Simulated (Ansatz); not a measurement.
**CH₄GaS radical: basis-set convergence**

An exercise on one series of results from a longer session: the logs are not shown, and one member is left open.

Computed with Ansatz 0.2.0, Gaussian basis. Level: one geometry, several basis sets.

Levels to be run: PBE0-D4/def2-SVP; ωB97M-V/def2-SVP; PBE0-D4/def2-QZVPP; ωB97M-V/def2-QZVPP; the functionals' def2-TZVPP values are taken from earlier runs.

**The relaxed structure**

An earlier PBE0-D4 in a triple-zeta def2 set relaxation fixed the geometry.

SMILES `[CH3][Ga][SH]`, 7 atoms, charge 0, spin multiplicity 2.

Atoms are counted from 1 here; the program's logs count them from 0.

Bond lengths: C1–Ga2 1.996 Å, C1–H4 1.093 Å, C1–H5 1.093 Å, C1–H6 1.089 Å, Ga2–S3 2.240 Å, S3–H7 1.346 Å. Angles: Ga2–C1–H4 108.2°, Ga2–C1–H5 108.2°, Ga2–C1–H6 112.0°, H4–C1–H5 109.0°, H4–C1–H6 109.6°, H5–C1–H6 109.6°, C1–Ga2–S3 117.6°, Ga2–S3–H7 93.8°.

Coordinates:

```xyz
7

C    -0.7607    0.6551   -0.3439
Ga    0.0769   -0.0187    1.3379
S     1.7473   -1.4978    1.1446
H    -1.1601   -0.2008   -0.8939
H     0.0163    1.1341   -0.9450
H    -1.5602    1.3672   -0.1450
H     1.7019   -1.5073   -0.2006
```

The first run:

Input file in.yaml:

```yaml
crystal:
  periodic: [false, false, false]
  atoms:
    - {symbol: C, position_ang: [-0.760743, 0.655146, -0.343876]}
    - {symbol: Ga, position_ang: [0.076859, -0.018660, 1.337916]}
    - {symbol: S, position_ang: [1.747295, -1.497752, 1.144607]}
    - {symbol: H, position_ang: [-1.160077, -0.200750, -0.893858]}
    - {symbol: H, position_ang: [0.016291, 1.134072, -0.945009]}
    - {symbol: H, position_ang: [-1.560223, 1.367189, -0.145029]}
    - {symbol: H, position_ang: [1.701898, -1.507345, -0.200552]}
basis:
  gaussian: {orbitals: def2-SVP}
magnetization: {spin_polarized: true, initial_magnetization: 1}
hamiltonian: {xc: pbe0, dispersion: d4}
output: {orbitals: {seedname: orbitals}}
```

Steps of the session up to this table: PBE0-D4 in def2-SVP; ωB97M-V in def2-SVP; PBE0-D4 in def2-QZVPP; ωB97M-V in def2-QZVPP.

One table of the session follows, with a row left open; its other results are not shown here.

It belongs to the step «Density functionals: the series». 

| functional | basis | HOMO (eV) | LUMO (eV) |
| --- | --- | --- | --- |
| PBE0-D4 | def2-SVP | -5.63 | -2.51 |
| PBE0-D4 | def2-TZVPP | -5.68 | -2.58 |
| PBE0-D4 | def2-QZVPP | -5.71 | -2.63 |
| ωB97M-V | def2-SVP | -7.57 | -0.84 |
| ωB97M-V | def2-TZVPP | ? | ? |
| ωB97M-V | def2-QZVPP | -7.67 | -1.05 |

Estimate the missing values for ωB97M-V, def2-TZVPP.

The run gave: HOMO (eV): -7.63; LUMO (eV): -0.93. In the column «HOMO (eV)» it lies between ωB97M-V, def2-QZVPP (-7.67) and ωB97M-V, def2-SVP (-7.57).
